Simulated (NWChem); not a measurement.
# SiH2SClO2 (SMILES O[Si](O)([S])Cl): levels of theory compared

Aim: a comparison of 4 runs (UHF/STO-3G, UHF/3-21G, UB3LYP/6-31G*) of SiH2SClO2. 

The results are computed with NWChem 7.3.0.

## 1. The system as given

SiH2SClO2 has 7 atoms, charge 0, and is taken as a doublet. SMILES: `O[Si](O)([S])Cl`. The coordinates come from a PBE0-D4/def2-TZVP relaxation. This is one conformer, not always the lowest.

Bond lengths: O1–Si2 1.629 Å, Si2–O3 1.620 Å, Si2–S4 2.101 Å, Si2–Cl5 2.052 Å, O1–H6 0.959 Å, O3–H7 0.960 Å. Angles: O1–Si2–O3 106.1°, O1–Si2–S4 115.6°, O1–Si2–Cl5 110.3°, O3–Si2–S4 111.5°, O3–Si2–Cl5 112.0°, S4–Si2–Cl5 101.6°, Si2–O1–H6 117.9°, Si2–O3–H7 116.8°.

## 2. Energy and gradient at UHF/STO-3G (run 1)

work.xyz reads:

```xyz
7
ClH2O2SSi gradient
O     -0.721300     0.390200     1.089800
Si     0.021300    -0.031700    -0.297300
O      0.987900    -1.278400     0.072600
S     -1.252400    -0.496200    -1.902100
Cl     1.072800     1.560300    -1.054000
H     -1.337800     1.124200     1.063500
H      1.290700    -1.336400     0.981700
```

run.py reads:

```python
from ase.io import read
from ase.calculators.nwchem import NWChem

system = read('work.xyz')

calc = NWChem(
    label='work',
    theory='scf',
    memory='2200 mb',
    basis='STO-3G',
    basispar='spherical bse',
    scf={'nopen': '1', 'uhf': None, 'thresh': '1e-08', 'maxiter': '80', 'print': 'low'},
)
system.calc = calc

forces = system.get_forces()
print("Total energy (eV):", round(system.get_potential_energy(), 6))
print("forces (eV/A):")
for s, f in zip(system.symbols, forces):
    print(f"{s:2s} {f[0]:10.5f} {f[1]:10.5f} {f[2]:10.5f}")
```

On the command line:

```
$ export ASE_NWCHEM_COMMAND="nwchem PREFIX.nwi > PREFIX.nwo"
$ python run.py
```

Standard output:

```text
Total energy (eV): -34893.245632
forces (eV/A):
O     0.70597   -0.97728    1.11498
Si   -1.18168   -0.28534   -0.39976
O     0.26652   -0.94395   -1.27609
S    -0.17190   -0.24631   -0.04222
Cl    0.89798    1.11560   -0.19900
H    -0.71235    0.98957   -0.43889
H     0.19546    0.34777    1.24097
```

The calculator wrote work.nwi:

```
title "work"

permanent_dir work

scratch_dir work

start work

geometry units angstrom nocenter noautosym noautoz
  O  -7.2130000000000005e-01 3.9019999999999999e-01 1.0898000000000001e+00
  Si 2.1299999999999999e-02 -3.1699999999999999e-02 -2.9730000000000001e-01
  O  9.8790000000000000e-01 -1.2784000000000000e+00 7.2599999999999998e-02
  S  -1.2524000000000000e+00 -4.9619999999999997e-01 -1.9020999999999999e+00
  Cl 1.0728000000000000e+00 1.5603000000000000e+00 -1.0540000000000000e+00
  H  -1.3378000000000001e+00 1.1242000000000001e+00 1.0634999999999999e+00
  H  1.2907000000000000e+00 -1.3364000000000000e+00 9.8170000000000002e-01
end

memory 2200 mb

basis spherical bse noprint
   * library STO-3G
end

scf
  nopen 1
  uhf
  thresh 1e-08
  maxiter 80
  print low
end

task scf gradient
```

work.nwo:

```text
Northwest Computational Chemistry Package (NWChem) 7.3.0
             --------------------------------------------------------

           Job information
           ---------------

    nwchem branch   = 7.3.0
    use scalapack   = T
    input           = work.nwi
    prefix          = work.
    data base       = work/work.db
    status          = startup
    nproc           =        1

           Memory information
           ------------------

[... 5 lines left out ...]
    hardfail = no
[... 113 lines left out ...]
  ga_iter_lsolve: convergence stagnant ... aborting solve
[... 2 lines left out ...]
       Final UHF  results
[... 3 lines left out ...]
      One electron energy =  -2515.835182265077
[... 1 line left out ...]
 Nuclear repulsion energy =    367.548313571178
[... 22 lines left out ...]
 Task  times  cpu:       19.0s     wall:       19.0s
 Total times  cpu:       19.0s     wall:       19.0s
```

Wall time 20 s (1 thread of Intel Xeon Platinum 8488C (Sapphire Rapids), shared host); peak memory 0.1 GiB.

## 3. Energy and gradient at UHF/3-21G (run 2)

struct.nw reads:

```
start struct
memory total 2200 mb

geometry noautosym nocenter noautoz
  O     -0.721300     0.390200     1.089800
  Si     0.021300    -0.031700    -0.297300
  O      0.987900    -1.278400     0.072600
  S     -1.252400    -0.496200    -1.902100
  Cl     1.072800     1.560300    -1.054000
  H     -1.337800     1.124200     1.063500
  H      1.290700    -1.336400     0.981700
end

basis "ao basis" spherical bse
  O library 3-21G
  Si library 3-21G
  S library 3-21G
  Cl library 3-21G
  H library 3-21G
end

scf
  nopen 1
  uhf
  thresh 1e-08
  maxiter 80
end

task scf gradient
```

On the command line:

```
$ nwchem struct.nw > struct.out
```

Standard output:

```text
[...]
  functions       =    61
[...]
  wavefunction    = UHF
[...]
         Total SCF energy =  -1290.459103999919
      One electron energy =  -2518.065301389668
      Two electron energy =    860.057883818570
 Nuclear repulsion energy =    367.548313571179
                       Sz =      0.5000
                 Sz(Sz+1) =      0.7500
                      S^2 =      0.7526
[...]
                         UHF ENERGY GRADIENTS
    atom               coordinates                        gradient
                 x          y          z           x          y          z
   1 O      -1.363059   0.737371   2.059423    0.008911  -0.009920  -0.007325
   2 Si      0.040251  -0.059904  -0.561816    0.000793   0.017741  -0.002131
   3 O       1.866860  -2.415826   0.137194   -0.008987   0.010087  -0.008993
   4 S      -2.366693  -0.937682  -3.594448    0.023430   0.010699   0.025369
   5 Cl      2.027298   2.948539  -1.991771   -0.023181  -0.034033   0.011276
   6 H      -2.528075   2.124430   2.009724    0.007500  -0.004679  -0.013377
   7 H       2.439069  -2.525430   1.855144   -0.008466   0.010107  -0.004819
[...]
```

Run time: 15 s. Hardware: 1 thread of Intel Xeon Platinum 8488C (Sapphire Rapids), shared host; peak memory 0.1 GiB.

Run 3 isn't shown in full; the table further down has it.

## 4. Energy and gradient at UB3LYP/6-31G(d) (Cartesian functions) (run 4)

job.nw reads:

```
start job
title "ClH2O2SSi gradient"
memory stack 880 mb heap 220 mb global 1100 mb

geometry units angstroms noautosym nocenter noautoz
 O     -0.721300     0.390200     1.089800
 Si     0.021300    -0.031700    -0.297300
 O      0.987900    -1.278400     0.072600
 S     -1.252400    -0.496200    -1.902100
 Cl     1.072800     1.560300    -1.054000
 H     -1.337800     1.124200     1.063500
 H      1.290700    -1.336400     0.981700
end

basis cartesian
 * library 6-31G*
end

dft
 xc b3lyp
 mult 2
 grid fine
 convergence energy 1e-08
 maxiter 100
 mulliken
end

task dft gradient
```

On the command line:

```
$ nwchem job.nw > job.out
```

Standard output:

```text
[...]
          Wavefunction type:  spin polarized.
          No. of atoms     :     7
          No. of electrons :    65
[...]
          Charge           :     0
          Spin multiplicity:     2
[...]
          AO basis - number of functions:    91
[...]
              XC Information
              --------------
                         B3LYP Method XC Potential
                     Hartree-Fock (Exact) Exchange  0.200
                        Slater Exchange Functional  0.800 local
                    Becke 1988 Exchange Functional  0.720 non-local
              Lee-Yang-Parr Correlation Functional  0.810
                  VWN I RPA Correlation Functional  0.190 local
[...]
 d= 0,ls=0.0,diis     1  -1299.5485832226 -1.67D+03  8.98D-03  2.97D-01     3.2
[...]
 d= 0,ls=0.0,diis    12  -1299.6534140278 -2.09D-09  2.31D-07  1.77D-10    32.2
[...]
         Total DFT energy =    -1299.653414027814
      One electron energy =    -2527.514473573768
           Coulomb energy =      953.286762442303
    Exchange-Corr. energy =      -92.974016467527
 Nuclear repulsion energy =      367.548313571179
[...]
      Total Density - Mulliken Population Analysis
     ---------------------------------------------
    Atom       Charge   Shell Charges
 -----------   ------   -------------------------------------------------------
    1 O    8     8.65   1.99  0.90  2.96  0.89  1.86  0.04
    2 Si  14    13.21   2.00  1.99  5.96  0.97  1.61 -0.03  0.34  0.36
    3 O    8     8.64   1.99  0.90  2.96  0.88  1.85  0.04
    4 S   16    16.15   2.00  1.99  5.97  1.46  2.93  0.54  1.29 -0.03
    5 Cl  17    17.23   2.00  1.99  5.97  1.46  3.65  0.55  1.64 -0.03
    6 H    1     0.56   0.47  0.09
    7 H    1     0.56   0.46  0.09
[...]
      <S2> =      0.7525 (Exact =     0.7500)
[...]
  wavefunction    = open shell
[...]
```

It took 44 s on 1 thread of Intel Xeon Platinum 8488C (Sapphire Rapids), shared host; peak memory 0.13 GiB.

## 5. All runs side by side

```tsv
run	level	iteration cap	module	energy (Eh)	⟨S²⟩	largest force (eV/Å)	wall time
1	UHF/STO-3G	80	scf	-1282.303136	0.753	1.642	20 s
2	UHF/3-21G	80	scf	-1290.459104	0.753	2.195	15 s
3	UB3LYP/6-31G* (spherical functions)	100	dft	-1299.642722	0.752	0.650	68 s
4	UB3LYP/6-31G* (Cartesian functions)	100	dft	-1299.653414	0.752	0.626	44 s
```

## 6. Results

```
                                 quantity           value
                      run 4: total energy  -1299.65341 Eh
                     run 4: dipole moment          2.44 D
run 4: HOMO energy (highest over α and β)        -7.35 eV
 run 4: LUMO energy (lowest over α and β)        -5.10 eV
                              run 4: ⟨S²⟩           0.752
          run 4: largest force on an atom      0.626 eV/Å
```

Over runs 2, 3, 4 the dipole moment (its size) runs from 2.44 D (UB3LYP/6-31G*) to 3.17 D (UHF/3-21G). The two ends differ in method and basis. In run 1 the basis is minimal, so the values are rough. All runs together took 2.5 min, the longest 68 s.
